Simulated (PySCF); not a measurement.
# C₃H₆BNO: electronic excitations and core binding energies

Aim: predict the electronic excitations and core binding energies of C₃H₆BNO (`C[B@-]1(O)CC#[N+]1`).

The runs use PySCF 2.14.0, with density-fitted response routines of our own; the level of theory stands in each step. All values are computed, except where a source is named. Atoms are numbered from 0 throughout.

### Step 1. Starting geometry

12 atoms, charge 0, multiplicity 1; geometry from: GFN2-xTB.

Bonds of the start (Å): C0–B1 1.59, B1–O2 1.33, B1–C3 1.61, C3–C4 1.43, C4–N5 1.14, C0–H6 1.09, C0–H7 1.09, C0–H8 1.09, O2–H9 0.96, C3–H10 1.09, C3–H11 1.09.

The optimised geometry no longer has the bonds of the starting formula, so what follows describes that rearranged structure.

### Step 2. TDDFT and polarisability: CAM-B3LYP/def2-SVPD

Job settings and geometry (Å):

```
{"job": {"kind": "uv", "xc": "CAM-B3LYP", "basis": "def2-SVPD", "nstates": 8, "ntriplets": 3}, "charge": 0, "multiplicity": 1}
C     -1.965300    -0.051521    -0.395150
B     -1.445112     0.467539     1.013032
O     -2.229608     0.992797     1.953558
C      0.125384     0.418129     1.368582
C      0.712681    -0.852500     1.058453
N      1.162585    -1.874230     0.806247
H     -1.455486    -0.961594    -0.702142
H     -3.036480    -0.245386    -0.412293
H     -1.762114     0.687918    -1.169286
H     -3.169074     1.052215     1.775539
H      0.292905     0.629733     2.426681
H      0.656536     1.177421     0.787690
```

With the program's defaults for keys left out, this is: TDDFT CAM-B3LYP/def2-SVPD, vertical, gas phase, core orbitals frozen in the response.

Started as:

```console
$ OMP_NUM_THREADS=1 python probes_run.py task.json out
```

The driver reads the jobs from task.json and runs them one after another.

Output:

```text
coarse grid: 10216 points
cycle   1  E = -272.3128543740  dE =  7.844e-01  |g| = 7.502e-01  |ddm| = 4.786e+00
cycle   2  E = -272.1921828808  dE =  1.207e-01  |g| = 1.117e+00  |ddm| = 1.875e+00
cycle   3  E = -272.4342971386  dE = -2.421e-01  |g| = 1.293e-01  |ddm| = 1.153e+00
cycle   4  E = -272.4372951946  dE = -2.998e-03  |g| = 6.378e-02  |ddm| = 1.810e-01
cycle   5  E = -272.4380817338  dE = -7.865e-04  |g| = 1.779e-02  |ddm| = 8.644e-02
cycle   6  E = -272.4381488026  dE = -6.707e-05  |g| = 2.766e-03  |ddm| = 2.053e-02
cycle   7  E = -272.4381508408  dE = -2.038e-06  |g| = 6.485e-04  |ddm| = 6.049e-03
final grid: 99264 points
cycle   8  E = -272.4914850079  dE = -3.514e-05  |g| = 3.355e-03  |ddm| = 6.451e-02
cycle   9  E = -272.4914857783  dE = -7.704e-07  |g| = 2.949e-03  |ddm| = 1.115e-02
cycle  10  E = -272.4914877717  dE = -1.993e-06  |g| = 6.997e-04  |ddm| = 4.013e-03
cycle  11  E = -272.4914878607  dE = -8.895e-08  |g| = 2.943e-04  |ddm| = 9.150e-04
cycle  12  E = -272.4914878788  dE = -1.816e-08  |g| = 2.757e-05  |ddm| = 4.224e-04
cycle  13  E = -272.4914878791  dE = -2.185e-10  |g| = 9.160e-06  |ddm| = 5.776e-05
converged SCF energy = -272.4914878791

Static polarisability (au): isotropic 55.939, principal 46.535 54.150 67.132

Singlet excitations
state   eV       nm        f      main configurations
  1   6.9696    177.9   0.00311   H->L+1 0.79, H-2->L+1 0.11
  2   7.6400    162.3   0.00841   H->L 0.58, H->L+4 0.12
  3   7.7793    159.4   0.01118   H->L 0.25, H->L+4 0.22, H-1->L+1 0.11
  4   8.0279    154.4   0.00317   H-1->L+1 0.44, H->L+4 0.13, H-1->L+7 0.12
  5   8.1162    152.8   0.01241   H-2->L+1 0.23, H-1->L+4 0.20, H->L+7 0.11
  6   8.5536    144.9   0.00874   H-1->L 0.26, H->L+2 0.19, H-2->L 0.17
  7   8.6457    143.4   0.00437   H-1->L 0.32, H->L+2 0.22, H-2->L 0.11
  8   8.7538    141.6   0.00829   H-2->L+1 0.38, H->L+2 0.11

Triplet excitations (Tamm-Dancoff, eV): 6.3644 6.6656 7.0306
```

Run time: 26 s. Hardware: 1 thread of Arm Neoverse V2, shared host; peak memory 0.77 GiB.

The orbitals next to the gap, with their largest atomic shares:

| orbital | eV | atoms |
| --- | --- | --- |
| HOMO−3 | -11.60 | N5 78 %, C4 16 % |
| HOMO−2 | -11.29 | N5 22 %, C0 20 %, C4 18 % |
| HOMO−1 | -10.67 | N5 46 %, C4 35 %, C3 10 % |
| HOMO | -10.08 | N5 26 %, C4 17 %, C3 17 % |
| LUMO | 0.34 | B1 44 %, O2 19 %, H9 12 % |
| LUMO+1 | 0.92 | B1 32 %, O2 19 %, C3 12 % |
| LUMO+2 | 1.58 | O2 26 %, B1 13 %, H11 11 % |

With each of the 8 states as a Gaussian band of 0.4 eV half-width at 1/e, the curve within the window shown has maxima at 157 nm (ε 1,200) L/(mol cm). Beyond the last state computed it falls off for lack of states. The curve at chosen wavelengths:

```json
{"nm": "137", "ε (L/mol/cm)": "330"}
{"nm": "139", "ε (L/mol/cm)": "550"}
{"nm": "142", "ε (L/mol/cm)": "845"}
{"nm": "144", "ε (L/mol/cm)": "948"}
{"nm": "146", "ε (L/mol/cm)": "980"}
{"nm": "148", "ε (L/mol/cm)": "990"}
{"nm": "151", "ε (L/mol/cm)": "1041"}
{"nm": "153", "ε (L/mol/cm)": "1100"}
{"nm": "155", "ε (L/mol/cm)": "1149"}
{"nm": "158", "ε (L/mol/cm)": "1148"}
{"nm": "160", "ε (L/mol/cm)": "1075"}
{"nm": "162", "ε (L/mol/cm)": "949"}
{"nm": "164", "ε (L/mol/cm)": "788"}
{"nm": "167", "ε (L/mol/cm)": "538"}
{"nm": "169", "ε (L/mol/cm)": "400"}
{"nm": "171", "ε (L/mol/cm)": "298"}
{"nm": "173", "ε (L/mol/cm)": "231"}
{"nm": "176", "ε (L/mol/cm)": "176"}
{"nm": "178", "ε (L/mol/cm)": "154"}
{"nm": "180", "ε (L/mol/cm)": "135"}
{"nm": "183", "ε (L/mol/cm)": "104"}
{"nm": "185", "ε (L/mol/cm)": "83"}
{"nm": "187", "ε (L/mol/cm)": "63"}
{"nm": "189", "ε (L/mol/cm)": "45"}
{"nm": "192", "ε (L/mol/cm)": "25"}
{"nm": "194", "ε (L/mol/cm)": "16"}
```

Leading natural transition orbitals of singlet state 5: the hole lies on N5 53 %; C4 32 %; the particle on C4 32 %; N5 32 %; B1 12 %.

Leading natural transition orbitals of singlet state 1: the hole lies on B1 19 %; C0, C3 about 18 % each; O2 12 %; the particle on B1 56 %; O2 12 %; H8, H11 about 7 % each.

Further results of this job:

| property | computed |
| --- | --- |
| dipole moment (D) | 4.88 |
| polarisability (Å³) | 8.29 |
| HOMO–LUMO gap (eV) | 10.42 |
| −ε(HOMO) (eV) | 10.08 |

The fields below are evaluated on a grid from the run's orbitals.

Frontier orbitals at CAM-B3LYP/def2-SVPD, with the share of their density that lies nearest to each atom:

| orbital | energy (eV) | lies on |
| --- | --- | --- |
| HOMO | -10.08 | N5 29 %; C3, C4 about 14 % each; B1 13 % |
| LUMO | 0.34 | H9 39 %; O2 12 %; H7, H8 about 11 % each |

ELF in a plane through or near 7 of the atoms.

Ten even steps from ' ' (0.00) to '@' (1.00):
```
                                                        
                                                        
                              ......                    
                            --++++--..                  
              --%%@@**    ::**%%%%**--::..              
            ==@@@@@@@@--  ..**%%**##%%%%##==            
            --%%@@@@@@**....==**--**@@@@%%++            
              --%%@@%%****----%%%%##****==..            
              ..==++==##%%++::..--::                    
        ..::==++##%%##**%%++  ..++++........            
      ..::==****..--%%++----++@@@@####%%@@%%++          
      ::--++%%##--..++--  ..==##++==@@@@@@@@%%..        
      --==**##%%%%##**::  ::**%%**--@@@@@@@@%%..        
      --++##########++    ##@@@@@@##**%%@@@@++          
      --++##%%##**++::    %%@@@@@@##::::----..          
        ::++++++==--..    ==%%@@@@++                    
          ..::::..          ::==--..                    
                                                        
                                                        
                                                        
```
The map spans 10.2 Å across and 8.6 Å up, centred on the molecule. Atoms in the plane (x, y in Å): B1 (0.4, 0.5), O2 (1.0, 1.7), C4 (-1.9, -0.5), H6 (0.6, -1.7), H7 (2.1, -0.9), H9 (1.9, 1.7), H10 (-1.6, 1.5).

On the surface of density 0.002 e/bohr³ the electrostatic potential runs, from the 1st to the 99th percentile, from -1.97 V near N5 to 2.80 V near H9.

### Step 3. X-ray photoelectron lines: SCAN, X2C

The job, as its differences from that of step 2:

```diff
@@ -1,2 +1,2 @@
-{"job": {"kind": "uv", "xc": "CAM-B3LYP", "basis": "def2-SVPD", "nstates": 8, "ntriplets": 3}, "charge": 0, "multiplicity": 1}
+{"job": {"kind": "xps"}, "charge": 0, "multiplicity": 1}
 C     -1.965300    -0.051521    -0.395150
```

Level: delta-SCF UKS SCAN, pcX-2 on the ionised atom, pcseg-1 elsewhere, spin-free X2C.

Output:

```text
ground state, core basis on atom 0 (C), 145 functions
  cycle   1  E = -272.63825728  |g| = 7.86e-01
  cycle   2  E = -272.34798322  |g| = 1.40e+00
  cycle   3  E = -272.73968182  |g| = 3.69e-01
  cycle   4  E = -272.77100075  |g| = 8.92e-02
  cycle   5  E = -272.77232179  |g| = 4.49e-02
  cycle   6  E = -272.77275522  |g| = 7.14e-03
  cycle   7  E = -272.77276452  |g| = 2.34e-03
  cycle   8  E = -272.77276698  |g| = 7.30e-04
  cycle   9  E = -272.77276684  |g| = 1.53e-04
  E(ground) = -272.78440847 Eh
hole in C 1s of atom 0
  cycle   1  E = -261.54361767  |g| = 1.50e+00
  cycle   2  E = -261.07815914  |g| = 1.67e+00
  cycle   3  E = -262.04050586  |g| = 3.79e-01
  cycle   4  E = -262.04078702  |g| = 3.68e-01
  cycle   5  E = -262.09338028  |g| = 9.22e-02
  cycle   6  E = -262.09610120  |g| = 5.19e-02
  cycle   7  E = -262.09720629  |g| = 7.50e-03
  cycle   8  E = -262.09722862  |g| = 4.03e-03
  cycle   9  E = -262.09723925  |g| = 8.32e-04
  cycle  10  E = -262.09723906  |g| = 4.61e-04
  E(ion) = -262.10764795 Eh   <S^2> = 0.7655   hole on atom = 1.000   binding energy = 290.529 eV
ground state, core basis on atom 1 (B), 145 functions
  cycle   1  E = -272.77000033  |g| = 5.28e-02
  cycle   2  E = -272.76979853  |g| = 4.34e-02
  cycle   3  E = -272.77011039  |g| = 2.48e-02
  cycle   4  E = -272.77020079  |g| = 1.33e-02
  cycle   5  E = -272.77023793  |g| = 3.97e-03
  cycle   6  E = -272.77024122  |g| = 3.22e-04
  E(ground) = -272.78305677 Eh
hole in B 1s of atom 1
  cycle   1  E = -265.12295671  |g| = 1.17e+00
  cycle   2  E = -262.06159911  |g| = 2.27e+00
  cycle   3  E = -264.89949002  |g| = 1.11e+00
  cycle   4  E = -265.44665655  |g| = 3.83e-01
  cycle   5  E = -265.49953664  |g| = 2.10e-01
  cycle   6  E = -265.52046771  |g| = 4.11e-02
  cycle   7  E = -265.52082935  |g| = 3.33e-02
  cycle   8  E = -265.52124165  |g| = 9.97e-03
  cycle   9  E = -265.52128934  |g| = 2.76e-03
  cycle  10  E = -265.52129621  |g| = 1.26e-03
  cycle  11  E = -265.52129824  |g| = 6.34e-04
  cycle  12  E = -265.52129791  |g| = 2.23e-04
  E(ion) = -265.53394468 Eh   <S^2> = 0.7752   hole on atom = 1.000   binding energy = 197.258 eV
ground state, core basis on atom 2 (O), 145 functions
  cycle   1  E = -272.80220918  |g| = 1.04e-01
  cycle   2  E = -272.80100306  |g| = 9.84e-02
  cycle   3  E = -272.80219911  |g| = 5.25e-02
  cycle   4  E = -272.80266378  |g| = 3.11e-03
  cycle   5  E = -272.80266497  |g| = 1.74e-03
  cycle   6  E = -272.80266517  |g| = 5.45e-04
  cycle   7  E = -272.80266484  |g| = 6.37e-05
  E(ground) = -272.81209380 Eh
hole in O 1s of atom 2
  cycle   1  E = -252.15846367  |g| = 2.22e+00
  cycle   2  E = -249.54574922  |g| = 2.60e+00
  cycle   3  E = -252.33529181  |g| = 1.06e+00
  cycle   4  E = -252.75521765  |g| = 6.66e-01
  cycle   5  E = -252.85153252  |g| = 4.82e-01
  cycle   6  E = -252.96027149  |g| = 7.53e-02
  cycle   7  E = -252.96314870  |g| = 1.77e-02
  cycle   8  E = -252.96329134  |g| = 6.58e-03
  cycle   9  E = -252.96331223  |g| = 1.53e-03
  cycle  10  E = -252.96331339  |g| = 6.90e-04
  cycle  11  E = -252.96331283  |g| = 2.15e-04
  E(ion) = -252.97354188 Eh   <S^2> = 0.7610   hole on atom = 1.000   binding energy = 539.834 eV
ground state, core basis on atom 3 (C), 145 functions
  cycle   1  E = -272.77257572  |g| = 9.21e-02
  cycle   2  E = -272.77018668  |g| = 1.35e-01
  cycle   3  E = -272.77350245  |g| = 2.00e-02
  cycle   4  E = -272.77353333  |g| = 1.44e-02
  cycle   5  E = -272.77358099  |g| = 3.34e-03
  cycle   6  E = -272.77358207  |g| = 2.49e-04
  E(ground) = -272.78557897 Eh
hole in C 1s of atom 3
  cycle   1  E = -261.50428938  |g| = 1.51e+00
  cycle   2  E = -260.50634652  |g| = 2.02e+00
  cycle   3  E = -261.68996538  |g| = 9.00e-01
  cycle   4  E = -261.94360273  |g| = 5.09e-01
  cycle   5  E = -262.05679153  |g| = 9.34e-02
  cycle   6  E = -262.05951683  |g| = 4.84e-02
  cycle   7  E = -262.06034684  |g| = 1.44e-02
  cycle   8  E = -262.06043520  |g| = 4.82e-03
  cycle   9  E = -262.06045065  |g| = 1.89e-03
  cycle  10  E = -262.06045608  |g| = 1.21e-03
  cycle  11  E = -262.06045856  |g| = 5.82e-04
  cycle  12  E = -262.06045943  |g| = 2.79e-04
  E(ion) = -262.07099536 Eh   <S^2> = 0.7670   hole on atom = 1.000   binding energy = 291.559 eV
ground state, core basis on atom 4 (C), 145 functions
  cycle   1  E = -272.77863215  |g| = 5.97e-02
  cycle   2  E = -272.77839376  |g| = 3.93e-02
  cycle   3  E = -272.77805533  |g| = 5.54e-02
  cycle   4  E = -272.77871218  |g| = 1.06e-02
  cycle   5  E = -272.77874042  |g| = 5.98e-04
  cycle   6  E = -272.77874054  |g| = 2.56e-04
  E(ground) = -272.79280325 Eh
hole in C 1s of atom 4
  cycle   1  E = -261.50919006  |g| = 1.50e+00
  cycle   2  E = -257.48284849  |g| = 2.72e+00
  cycle   3  E = -261.36404368  |g| = 1.13e+00
  cycle   4  E = -261.80800250  |g| = 7.65e-01
  cycle   5  E = -261.99647709  |g| = 3.41e-01
  cycle   6  E = -262.03663255  |g| = 1.50e-01
  cycle   7  E = -262.04759828  |g| = 3.38e-02
  cycle   8  E = -262.04824069  |g| = 1.07e-02
  cycle   9  E = -262.04838034  |g| = 5.64e-03
  cycle  10  E = -262.04844154  |g| = 3.92e-03
  cycle  11  E = -262.04847793  |g| = 2.09e-03
  cycle  12  E = -262.04848806  |g| = 7.36e-04
  cycle  13  E = -262.04848920  |g| = 2.58e-04
  E(ion) = -262.06054368 Eh   <S^2> = 0.8091   hole on atom = 1.000   binding energy = 292.040 eV
ground state, core basis on atom 5 (N), 145 functions
  cycle   1  E = -272.78846413  |g| = 7.56e-02
  cycle   2  E = -272.78759247  |g| = 6.92e-02
  cycle   3  E = -272.78737261  |g| = 7.59e-02
  cycle   4  E = -272.78860459  |g| = 7.69e-03
  cycle   5  E = -272.78861913  |g| = 6.55e-04
  cycle   6  E = -272.78861958  |g| = 2.90e-04
  E(ground) = -272.79890780 Eh
hole in N 1s of atom 5
  cycle   1  E = -257.22000055  |g| = 1.84e+00
  cycle   2  E = -255.45992138  |g| = 2.45e+00
  cycle   3  E = -257.69132475  |g| = 6.60e-01
  cycle   4  E = -257.86018836  |g| = 3.52e-01
  cycle   5  E = -257.90915327  |g| = 1.53e-01
  cycle   6  E = -257.91689688  |g| = 5.07e-02
  cycle   7  E = -257.91813686  |g| = 1.19e-02
  cycle   8  E = -257.91825763  |g| = 6.28e-03
  cycle   9  E = -257.91830377  |g| = 3.85e-03
  cycle  10  E = -257.91832475  |g| = 1.71e-03
  cycle  11  E = -257.91832705  |g| = 1.02e-03
  cycle  12  E = -257.91832761  |g| = 3.72e-04
  E(ion) = -257.92847504 Eh   <S^2> = 0.8008   hole on atom = 1.000   binding energy = 404.645 eV
```

Run time: 54 s. Hardware: 1 thread of Arm Neoverse V2, shared host; peak memory 0.61 GiB.

Binding energies by hole, beside the orbital energy of the ground state; the difference holds orbital relaxation and, for a density functional, its self-interaction error:

| hole | stands for | ΔSCF (eV) | −ε (eV) | ⟨S²⟩ |
| --- | --- | --- | --- | --- |
| C1s on C0 | C0 | 290.53 | 273.2 | 0.766 |
| B1s on B1 | B1 | 197.26 | 181.2 | 0.775 |
| O1s on O2 | O2 | 539.83 | 517.7 | 0.761 |
| C1s on C3 | C3 | 291.56 | 274.3 | 0.767 |
| C1s on C4 | C4 | 292.04 | 274.3 | 0.809 |
| N1s on N5 | N5 | 404.65 | 385.5 | 0.801 |

### Step 4. Results

```
                                quantity                               value
    lowest singlet (CAM-B3LYP/def2-SVPD)         6.97 eV (178 nm), f = 0.003
brightest single state of those computed         state 5, 8.12 eV, f = 0.012
                          lowest triplet                             6.36 eV
   surface potential, 1st and 99th percentile                  -1.97 V and 2.80 V
        C1s binding energies, SCAN/pcX-2  C4 292.04, C3 291.56, C0 290.53 eV
        B1s binding energies, SCAN/pcX-2                        B1 197.26 eV
        O1s binding energies, SCAN/pcX-2                        O2 539.83 eV
        N1s binding energies, SCAN/pcX-2                        N5 404.65 eV
```

In words: The structure rearranged or came apart on optimisation; the results belong to the end geometry, not to the formula as drawn. The first singlet state (HOMO→LUMO+1 0.79, HOMO−2→LUMO+1 0.11) lies at 6.97 eV and is weak; of the 8 states computed, the strongest absorption comes from state 5 at 8.12 eV. The lowest triplet lies 0.61 eV below the lowest singlet (triplets in Tamm-Dancoff, singlets in full TDDFT). C4 binds its C1s electron 1.51 eV more tightly than C0.
